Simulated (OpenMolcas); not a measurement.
# SnH4 (SMILES [SnH4]) at CCSD(T)/def2-SVP (core potential), part 1 of 2

What is the energy change on altering one bond length of SnH4 at CCSD(T)/def2-SVP (core potential)? 

The calculation is run with OpenMolcas 26.06.

### Step 1. The structure to begin with

The species is SnH4 (5 atoms), meant as a singlet with charge 0. SMILES: `[SnH4]`. Geometry: a GFN2-xTB relaxation, a rough one for these elements and not checked as a minimum.

Bond lengths: Sn1–H2 1.639 Å, Sn1–H3 1.639 Å, Sn1–H4 1.639 Å, Sn1–H5 1.638 Å. Angles: H2–Sn1–H3 109.4°, H2–Sn1–H4 109.5°, H2–Sn1–H5 109.5°, H3–Sn1–H4 109.5°, H3–Sn1–H5 109.5°, H4–Sn1–H5 109.4°.

### Step 2. A single-point energy at CCSD(T)/def2-SVP (core potential)

Contents of job.inp:

```
* H4Sn CCSD(T)

&gateway
  baslib=$CurrDir
  coord
  5
  bohr
  Sn    -0.00013228     0.00000000    -0.00039684
  H      1.49583161    -1.55091713     2.22322499
  H     -2.84127882     0.73304366     0.98919604
  H     -0.21083674    -1.77078676    -2.53179837
  H      1.55641623     2.58864133    -0.68022582
  basis=def2-SVP
  group=NoSym

&seward

&scf
  prorbitals=1 1

&rasscf
  fileorb=$Project.ScfOrb
  spin=1
  nactel=0 0 0
  inactive=13
  ras2=0
  outorbitals=Canonical
  orblisting=Nothing

&motra
  jobiph
  frozen=4

&ccsdt
  cct
  triples=2
  iterations=50
  extrapolation=5 4
```

The basis set def2-SVP is read from a file made from the Basis Set Exchange's data (not shown).

Command:

```sh
$ export MOLCAS_MEM=1860
$ pymolcas job.inp > job.log
```

Log:

```text
--- Start Module: gateway ---

                                              &GATEWAY

                       available to each process: 1.9 GB of memory, 1 thread

 Basis Set     1 Label: SN.DEF2-SVP
 Basis set is read from library:.
 basistype.tbl is not found

 Basis Set     2 Label: H.DEF2-SVP
 Basis set is read from library:.
 basistype.tbl is not found

++    Symmetry information:
      ---------------------

                    Character Table for C1

                             E
                    a        1  x, y, xy, Rz, z, xz, Ry, yz, Rx, I
--

++    Basis set information:
      ----------------------

      Basis set label: SN.DEF2-SVP....ECP.....

      Electronic valence basis set:
      ------------------
      Associated Effective Charge  22.000000 au
      Associated Actual Charge     50.000000 au
      Nuclear Model: Point charge

      Shell  nPrim  nBasis  Cartesian Spherical Contaminant
         s      10       4        X
         p       7       4        X
         d       6       2                 X

      Pseudo Potential specification:
      =======================================

      Number of Core Electrons:  28

      Potential  nTerms
           H       2
         s-H       4
         p-H       6
         d-H       6

      Effective Core Potential specification:
      =======================================

      Basis set label: H.DEF2-SVP.........

      Electronic valence basis set:
      ------------------
      Associated Effective Charge   1.000000 au
      Associated Actual Charge      1.000000 au
      Nuclear Model: Point charge

      Shell  nPrim  nBasis  Cartesian Spherical Contaminant
         s       4       2        X
         p       1       1        X
--

++    Molecular structure info:
      -------------------------

                    ************************************************
                    **** Cartesian Coordinates / bohr, angstrom ****
                    ************************************************

     Center  Label                x              y              z                     x              y              z
        1      SN1             -0.000132       0.000000      -0.000397             -0.000070       0.000000      -0.000210
        2      H2               1.495832      -1.550917       2.223225              0.791560      -0.820710       1.176480
        3      H3              -2.841279       0.733044       0.989196             -1.503540       0.387910       0.523460
        4      H4              -0.210837      -1.770787      -2.531798             -0.111570      -0.937060      -1.339770
        5      H5               1.556416       2.588641      -0.680226              0.823620       1.369850      -0.359960

                    ***************************************
                    *    InterNuclear Distances / bohr    *
                    ***************************************

               1 SN1           2 H2            3 H3            4 H4            5 H5
    1 SN1      0.000000
    2 H2       3.096409        0.000000
    3 H3       3.096572        5.054684        0.000000
    4 H4       3.096462        5.056808        5.058240        0.000000
    5 H5       3.096139        5.056643        5.056672        5.055306        0.000000

                    *******************************************
                    *    InterNuclear Distances / angstrom    *
                    *******************************************

               1 SN1           2 H2            3 H3            4 H4            5 H5
    1 SN1      0.000000
    2 H2       1.638549        0.000000
    3 H3       1.638636        2.674824        0.000000
    4 H4       1.638577        2.675948        2.676705        0.000000
    5 H5       1.638406        2.675860        2.675876        2.675153        0.000000
--

            Nuclear Potential Energy             29.60676023 au

--- Stop Module: gateway /rc=_RC_ALL_IS_WELL_ ---

--- Start Module: seward ---

                                              &SEWARD

                       available to each process: 1.9 GB of memory, 1 thread

               SEWARD will generate:
                  Multipole Moment integrals up to order  2
                  Kinetic Energy integrals
                  Nuclear Attraction integrals (point charge)
                  One-Electron Hamiltonian integrals modified with ECP contributions
                  Velocity integrals
                  Pseudo Potential integrals
                  Orbital angular momentum around ( -0.0001  -0.0000  -0.0004 )
                  Velocity quadrupole around ( -0.0001  -0.0000  -0.0004 )
                  Two-Electron Repulsion integrals

                   Integrals are discarded if absolute value <: 1.00E-14
                   Integral cutoff threshold is set to       <: 1.00E-16

            Nuclear Potential Energy             29.60676023 au

      Basis set specifications :
      Symmetry species         a
      Basis functions           46

--- Stop Module: seward /rc=_RC_ALL_IS_WELL_ ---

--- Start Module: scf ---

                                                &SCF

                       available to each process: 1.9 GB of memory, 1 thread

++    Input section:
      --------------

      Header of the integral files:

[... 10 lines left out ...]
      Nuclear repulsion energy =   29.60676023
[... 40 lines left out ...]
++ Convergence information
                                   SCF        iterations: Energy and convergence statistics
[... 12 lines left out ...]
       Convergence after   8 Iterations
[... 3 lines left out ...]
 *                                             SCF/KS-DFT Program, Final results                                             *
 *                                                       Final Results                                                       *
[... 59 lines left out ...]
      Dipole Moment (debye):
[... 34 lines left out ...]
      Nuclear repulsion energy =   29.60676023
[... 68 lines left out ...]
                                         RASSCF iterations: Energy and convergence statistics
[... 8 lines left out ...]
      Convergence after  4 iterations
[... 2 lines left out ...]
      Natural orbitals and occupation numbers for root  1
[... 2 lines left out ...]
      *                                                    Final results                                                     *
[... 2 lines left out ...]
++    Final optimization conditions:
[... 3 lines left out ...]
      RASSCF energy for state  1                   -215.62697397
[... 9 lines left out ...]
      Final state energy(ies):
[... 2 lines left out ...]
::    RASSCF root number  1 Total energy:   -215.62697397
      Von Neumann Entropy (Root   1) = -0.00000
[... 28 lines left out ...]
      Dipole Moment (debye):
[... 12 lines left out ...]
      Natural orbitals for root   1 are written to the RASORB.1 file
      Spin density orbitals for root   1 are written to the SPDORB.1 file
[... 9 lines left out ...]
      *** WARNING: Default frozen orbitals is overwritten by user input.
[... 17 lines left out ...]
      Nuclear repulsion energy =   29.60676023
[... 31 lines left out ...]
      Symmetry species                           1
      Frozen orbitals                            4
      Deleted orbitals                           0

      Wave function specifications from previous RASSCF:
      --------------------------------------------------

      Number of closed shell electrons          26
      Number of electrons in active shells       0
      Max number of holes in RAS1 space          0
      Max number of electrons in RAS3 space      0
      Number of inactive orbitals               13
      Number of active orbitals                  0
      Number of secondary orbitals              33
      Spin quantum number                      0.0
      State symmetry                             1
      Number of configuration state fnc.         1
      Number of root(s) available                1
      CI root used                               1
      This is a closed shell RHF reference function

      Orbital specifications from previous RASSCF:
      --------------------------------------------

      Symmetry species                           1
      Frozen orbitals                            0
      Inactive orbitals                         13
      Active orbitals                            0
      Secondary orbitals                        33
      Deleted orbitals                           0
      Number of basis functions                 46

      SCF energy:   -215.62697397
      -----------

      Required WRK size-sum :               394245

      Wave function specifications:
      -----------------------------

      Spin mutiplicity                           1
      State symmetry                             1

      Orbital specifications:
      -----------------------

      Symmetry species                           1
      Total no. of orbitals                     42
      No. of occupied orbitals with alpha spin   9
      No. of occupied orbitals with beta spin    9
      No. of virtual orbitals with alpha spin   33
      No. of virtual orbitals with beta spin    33

      Methods and options:
      --------------------

      Max no. of iterations                  50
      Type of denominators                  diagonal Fock matrix elements
      energy convergence criterium                0.00000010000000

 DIIS EXTRAPOLATION USED     : YES
 FIRST ITERATION OF EXT.     :  5
 EXTRAPOLATION CYCLE         :  4

 SPIN ADAPTATION             : NONE
 RST. INF. WILL BE SAVED IN  : RSTART
 PREFERENCE MATRIX MULT.     : NORMAL
 DENOMINATOR SHIFT FOR OCC.  :      0.00000
 DENOMINATOR SHIFT FOR VIRT. :      0.00000
 LEVEL OF OUTPUT PRINTING    : MINIMAL
 INPUT/OUTPUT HANDLING       : Standard SQ
 MATRIX OPERATIONS           : ESSL

  nProcs, myRank                    1                    0
  Basic Work space requirements    :               618276
  Max Size            232498275
  Final Work space requirements    :               706476
  Allocation of work space   : Done

      Iteration       Total enegy      Corr. energy      Difference
          1         -215.75894315      -0.13196919      -0.13196919
          2         -215.77897858      -0.15200461      -0.02003542
          3         -215.78481077      -0.15783680      -0.00583219
[... 6 lines of this table left out ...]
         10         -215.78740890      -0.16043493      -0.00000006
      Convergence after                    11  Iterations

      Total energy (diff) :    -215.78740890      -0.00000006
      Correlation energy  :        -0.1604349286947
      Reference energy    :      -215.6269739673927
      E1aa   contribution :       0.00000000
      E1bb   contribution :       0.00000000
      E2aaaa contribution :      -0.01162082
      E2bbbb contribution :      -0.01162082
      E2abab contribution :      -0.13719330

 Five largest amplitudes of :T1aa
  SYMA   SYMB   SYMI   SYMJ     A      B      I      J     VALUE
    1      0      1      0      3      0      7      0    -0.0139901269
    1      0      1      0      1      0      9      0     0.0139607478
    1      0      1      0      2      0      8      0     0.0139500625
    1      0      1      0      4      0      6      0    -0.0099732068
    1      0      1      0     15      0      7      0    -0.0086952209
 Euclidian norm is :     0.0348593939

 Five largest amplitudes of :T1bb
  SYMA   SYMB   SYMI   SYMJ     A      B      I      J     VALUE
    1      0      1      0      3      0      7      0    -0.0139901269
    1      0      1      0      1      0      9      0     0.0139607478
    1      0      1      0      2      0      8      0     0.0139500625
    1      0      1      0      4      0      6      0    -0.0099732068
    1      0      1      0     15      0      7      0    -0.0086952209
 Euclidian norm is :     0.0348593939

 Five largest amplitudes of :T2aaaa
  SYMA   SYMB   SYMI   SYMJ     A      B      I      J     VALUE
    1      1      1      1     10      3      9      8    -0.0160846044
    1      1      1      1      2      1      9      8    -0.0122992791
    1      1      1      1      3      2      8      7     0.0122424533
    1      1      1      1      3      1      9      7     0.0122414263
    1      1      1      1      9      1      8      7    -0.0109780393
 Euclidian norm is :     0.0732565986

 Five largest amplitudes of :T2bbbb
  SYMA   SYMB   SYMI   SYMJ     A      B      I      J     VALUE
    1      1      1      1     10      3      9      8    -0.0160846044
    1      1      1      1      2      1      9      8    -0.0122992791
    1      1      1      1      3      2      8      7     0.0122424533
    1      1      1      1      3      1      9      7     0.0122414263
    1      1      1      1      9      1      8      7    -0.0109780393
 Euclidian norm is :     0.0732565986

 Five largest amplitudes of :T2abab
  SYMA   SYMB   SYMI   SYMJ     A      B      I      J     VALUE
    1      1      1      1      4      4      9      9    -0.0295317246
    1      1      1      1      4      4      8      8    -0.0295233400
    1      1      1      1      4      4      7      7    -0.0295135570
    1      1      1      1      2      2      8      8    -0.0261567018
    1      1      1      1      1      1      9      9    -0.0251313418
 Euclidian norm is :     0.2775919474

      Happy Landing!

  **********************************
   Triples Contribution Calculation
  **********************************

 NORB  42
 NOA    9
 NOB    9
 NVA   33
 NVB   33

 NUMBER OF IRREPS             :  1
 MULTIPLICITY                 :  1
 OVERALL SYMMETRY STATE       :  1
 METHOD                       : CCSD+T(CCSD)+<T3(1)WT1> = CCSD(T)
 TYPE OF DENOMINATOR          : DIAGONAL
 SPIN ADAPTATION             : NONE
 CCSD RESULTS LOAD FROM FILE : RSTART
 PREFERENCE MATRIX MULT.     : NORMAL
 DENOMINATOR SHIFT FOR OCC.  :  0.00000E+00
 DENOMINATOR SHIFT FOR VIRT. :  0.00000E+00
 LEVEL OF OUTPUT PRINTING    : MINIMAL
 INPUT/OUTPUT HANDLING       : Standard SQ
 MATRIX HANDLING             : ESSL
 IJ CYCLE SEGMENTED          : NO

  Work space requirements :               494715
  Allocation of work space : Done
       CCSD     =      -215.7874088960874
       T3 corr. =        -0.0032137616799
       CCSD + T3=      -215.7906226577673
  T3 energy decomposition into spin parts
  Eaaa =  -9.8293222659306251E-005
  Eaab =  -1.5085876173111250E-003
  Eabb =  -1.5085876173111237E-003
  Ebbb =  -9.8293222659306251E-005

      Happy Landing!

--- Stop Module: ccsdt /rc=_RC_ALL_IS_WELL_ ---
--- Module ccsdt spent 1 second ---

.##################.
.# Happy landing! #.
.##################.

    Timing: Wall=4.31 User=3.56 System=0.73
```

Wall time 4.8 s (1 thread of Arm Neoverse V1, shared host); peak memory 0.38 GiB.

(Continued in part 2 of 2.)
